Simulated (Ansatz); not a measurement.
# HSE06/6-31G(d) (spherical functions) run of GaSiH3F2 (SMILES [F][Ga]([F])[SiH3])

What is the vertical singlet–triplet gap of GaSiH3F2 at HSE06/6-31G* (spherical functions)? 

The results are computed with Ansatz 0.2.0.

78 further runs of the same task are left out: 1 that didn't finish, 77 set aside as unsound or not needed. Runs told in other sessions of the task aren't counted.

## 1. The molecule

GaSiH3F2: 7 atoms, total charge 0, spin state singlet. SMILES: `[F][Ga]([F])[SiH3]`. Geometry: relaxed at PBE0-D4/def2-TZVP.

Bond lengths: F1–Ga2 1.750 Å, Ga2–F3 1.749 Å, Ga2–Si4 2.387 Å, Si4–H5 1.483 Å, Si4–H6 1.483 Å, Si4–H7 1.484 Å. Angles: F1–Ga2–F3 110.4°, F1–Ga2–Si4 124.5°, F3–Ga2–Si4 125.2°, Ga2–Si4–H5 109.3°, Ga2–Si4–H6 108.8°, Ga2–Si4–H7 107.8°, H5–Si4–H6 110.6°, H5–Si4–H7 110.2°, H6–Si4–H7 110.0°.

## 2. A single-point energy at HSE06/6-31G(d) (spherical functions)

Input file molecule.yaml:

```yaml
crystal:
  periodic: [false, false, false]
  atoms:
    - {symbol: F, position_ang: [0.337700, -1.716900, 2.042000]}
    - {symbol: Ga, position_ang: [0.749800, -0.872200, 0.566000]}
    - {symbol: F, position_ang: [2.304600, -1.409500, -0.029300]}
    - {symbol: Si, position_ang: [-0.636100, 0.761900, -0.486900]}
    - {symbol: H, position_ang: [0.191200, 1.594100, -1.392900]}
    - {symbol: H, position_ang: [-1.267600, 1.599600, 0.561500]}
    - {symbol: H, position_ang: [-1.679500, 0.043100, -1.260400]}
basis:
  gaussian:
    orbitals: 6-31G_st_-spherical.json
hamiltonian:
  xc: {name: HSE06}
accuracy: high
output: {orbitals: {seedname: orbitals}}
```

The basis set 6-31G* is read from a file made from the Basis Set Exchange's data (not shown).

The run is started by

```
$ ansatz run molecule.yaml --threads 1 --pin off --max-ram 3480MiB --events-out events.jsonl --progress --plain --runs-dir runs
```

Standard output:

```text
Warning: RAYON_NUM_THREADS=1 ignored (pool sized by the plan → 1); use --threads N
Functional definition: HSE06
  name "HSE06"
  parameter a = 0.25
  parameter omega = 0.11/bohr
  exchange = pbe_x - a*pbe_x_sr(omega) + a*exact_x_sr(omega)
  correlation = pbe_c
1770 factors; integrals over basis functions are off by at most 5.7e-9 eV
102 factors; integrals over basis functions are off by at most 1.3e-9 eV
mean field evaluation 1: about -65712.4336 eV, gradient 4.9e1 eV
mean field evaluation 2: about -65699.4497 eV, gradient 1.0e2 eV
mean field evaluation 4: about -65716.2692 eV, gradient 3.0e0 eV
mean field evaluation 8: about -65716.4126 eV, gradient 2.1e-1 eV
mean field evaluation 16: about -65716.4127 eV, gradient 2.1e-5 eV
mean field -65716.41265462 eV, -2415.0336208730 hartree, gradient 4.2e-8 eV, S^2 0.000000; 0 other end points of the search recorded, 0 dependent functions left out
reference -65716.41265937 eV, -2415.0336210474 hartree; 33, 33 occupied and 51, 51 virtual orbitals, 1770 factors
Total energy: -65716.41265937 eV, -2415.0336210474 hartree
```

It took 15 s on 1 thread of Arm Neoverse N1, shared host; peak memory 0.31 GiB.

## 3. The triplet at the same level

Input file in.yaml:

```yaml
crystal:
  periodic: [false, false, false]
  atoms:
    - {symbol: F, position_ang: [0.337700, -1.716900, 2.042000]}
    - {symbol: Ga, position_ang: [0.749800, -0.872200, 0.566000]}
    - {symbol: F, position_ang: [2.304600, -1.409500, -0.029300]}
    - {symbol: Si, position_ang: [-0.636100, 0.761900, -0.486900]}
    - {symbol: H, position_ang: [0.191200, 1.594100, -1.392900]}
    - {symbol: H, position_ang: [-1.267600, 1.599600, 0.561500]}
    - {symbol: H, position_ang: [-1.679500, 0.043100, -1.260400]}
basis:
  gaussian:
    orbitals: 6-31G_st_-spherical.json
magnetization:
  spin_polarized: true
  initial_magnetization: 2
hamiltonian:
  xc: {name: HSE06}
accuracy: high
output: {orbitals: {seedname: orbitals}}
```

The basis set 6-31G* is read from a file made from the Basis Set Exchange's data (not shown).

The run is started by

```
$ ansatz run in.yaml --threads 1 --pin off --max-ram 3480MiB --events-out events.jsonl --progress --plain --runs-dir runs
```

Standard output, cut to the lines that bear on the results:

```text
Warning: RAYON_NUM_THREADS=1 ignored (pool sized by the plan → 1); use --threads N
[... 6 set-up lines as earlier in the session ...]
1770 factors; integrals over basis functions are off by at most 5.7e-9 eV
102 factors; integrals over basis functions are off by at most 1.3e-9 eV
mean field evaluation 1: about -65706.0530 eV, gradient 3.5e1 eV
mean field evaluation 2: about -65671.5509 eV, gradient 1.0e2 eV
mean field evaluation 4: about -65710.7537 eV, gradient 6.4e0 eV
mean field evaluation 8: about -65711.1245 eV, gradient 7.2e-1 eV
mean field evaluation 16: about -65711.1269 eV, gradient 2.5e-3 eV
mean field evaluation 32: about -65710.3689 eV, gradient 3.1e0 eV
mean field -65711.12691649 eV, -2414.8393735795 hartree, gradient 6.3e-8 eV, S^2 2.003653; 3 other end points of the search recorded, 0 dependent functions left out
reference -65711.12692146 eV, -2414.8393737622 hartree; 34, 32 occupied and 50, 52 virtual orbitals, 1770 factors
Total energy: -65711.12692146 eV, -2414.8393737622 hartree
```

It took 37 s on 1 thread of Arm Neoverse N1, shared host; peak memory 0.47 GiB.

## 4. Summary of results

Level: HSE06/6-31G* (spherical functions).

```
                                        quantity           value
                           singlet: total energy  -2415.03362 Eh
                            singlet: HOMO energy        -8.56 eV
                            singlet: LUMO energy        -1.91 eV
                          singlet: HOMO–LUMO gap         6.65 eV
                           triplet: total energy  -2414.83937 Eh
     triplet: HOMO energy (highest over α and β)        -3.51 eV
                                   triplet: ⟨S²⟩           2.004
vertical energy of the triplet above the singlet        5.286 eV
```

**Reading.** At this shape the triplet lies 5.29 eV (510 kJ/mol) above the singlet.
